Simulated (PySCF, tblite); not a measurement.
# C₇H₁₃FSSi: geometry, infrared bands and NMR shifts

Aim: predict the infrared bands and NMR shifts of C₇H₁₃FSSi (`CC#C[Si@H](F)C(C)(C)CS`).

Programs: tblite 0.8.0 and PySCF 2.14.0, with density-fitted response routines of our own. Each step states its level of theory. These are calculated values for one molecule in the gas phase, unless marked as measured. Atoms are numbered from 0 throughout.

### Step 1. The starting structure

23 atoms, charge 0, multiplicity 1; geometry from: force field or distance geometry start.

Bonds of the start (Å): C0–C1 1.48, C1–C2 1.19, C2–Si3 1.82, Si3–F4 1.72, Si3–C5 1.86, C5–C6 1.53, C5–C7 1.50, C5–C8 1.52, C8–S9 1.82, C0–H10 1.09, C0–H11 1.11, C0–H12 1.11, Si3–H13 1.47, C6–H14 1.12, C6–H15 1.10, C6–H16 1.10, C7–H17 1.12, C7–H18 1.10, C7–H19 1.12, C8–H20 1.13, C8–H21 1.09, S9–H22 1.43.

### Step 2. Geometry optimisation with GFN2-xTB

What the job is given:

```
{"job": {"kind": "relax", "xc": "GFN2-xTB", "basis": "xTB"}, "charge": 0, "multiplicity": 1}
C      4.194100    -0.213500    -0.654300
C      2.856000    -0.030900    -0.044300
C      1.796700     0.105900     0.480500
Si     0.170600     0.357200     1.262700
F      0.161000    -0.610700     2.682200
C     -1.171000    -0.154600     0.084300
C     -0.477500    -0.907800    -1.053800
C     -2.207700    -1.026400     0.737200
C     -1.902600     1.044000    -0.485000
S     -2.699500     2.023900     0.822100
H      4.474500     0.641400    -1.273700
H      4.947000    -0.328700     0.148600
H      4.127500    -1.146000    -1.244900
H      0.098800     1.782800     1.611100
H     -1.226000    -1.296900    -1.788100
H      0.269900    -0.274700    -1.549000
H      0.021800    -1.780700    -0.605900
H     -1.707700    -1.851900     1.301100
H     -2.942800    -0.463400     1.330200
H     -2.795400    -1.522600    -0.079900
H     -2.699300     0.688900    -1.195500
H     -1.179200     1.658200    -1.024800
H     -2.114100     3.333600     0.822200
```

Run with:

```console
> OMP_NUM_THREADS=1 python probes_run.py task.json out
```

This one command runs all jobs of the session in turn.

**Question.** This job is followed by: GFN2-xTB harmonic vibrations, gas phase; GIAO PBE0/pcSseg-1 NMR shielding, non-relativistic, gas phase. What will the session give for the following? strongest single infrared mode (GFN2-xTB); zero-point energy (GFN2-xTB); 13C shifts against TMS (PBE0/pcSseg-1); 1H shifts against TMS (PBE0/pcSseg-1, means over atoms taken as alike); 29Si shifts against TMS (PBE0/pcSseg-1); 19F shifts against CFCl3 (PBE0/pcSseg-1); 33S shifts against CS2 (PBE0/pcSseg-1); surface potential, 1st and 99th percentile.

The runs gave:

| quantity | value |
| --- | --- |
| strongest single infrared mode (GFN2-xTB) | 2322 cm⁻¹, 284 km/mol |
| zero-point energy (GFN2-xTB) | 111.0 kcal/mol |
| 13C shifts against TMS (PBE0/pcSseg-1) | 114.8, 83.7, 41.7, 32.5, 25.7, 23.3, 5.6 ppm |
| 1H shifts against TMS (PBE0/pcSseg-1, means over atoms taken as alike) | 5.17, 3.08, 2.15, 1.99, 1.69, 1.32, 1.07 ppm |
| 29Si shifts against TMS (PBE0/pcSseg-1) | -11.9 ppm |
| 19F shifts against CFCl3 (PBE0/pcSseg-1) | -210.3 ppm |
| 33S shifts against CS2 (PBE0/pcSseg-1) | -120 ppm |
| surface potential, 1st and 99th percentile | -1.17 V and 1.15 V |

**Reading.** Over 226 steps the energy fell by 0.795 eV; of the close pairs, S9–H22 changed most, 1.435 to 1.330 Å. The lowest mode is imaginary (29i cm⁻¹), so the xTB geometry is not a minimum. The strongest single mode, at 2322 cm⁻¹, moves mainly C1 and C2. Unscaled tight-binding wavenumbers are off by several per cent, some by more. Its intensities can rank the bands wrongly. At PBE0/pcSseg-1: Shielding is most anisotropic at S9 (span 331 ppm, paramagnetic term -434 ppm). By nearest atom (PBE0/pcSseg-1), the HOMO sits on S9 73 %; H22 9 % and the LUMO on C1 25 %; C2 18 %.
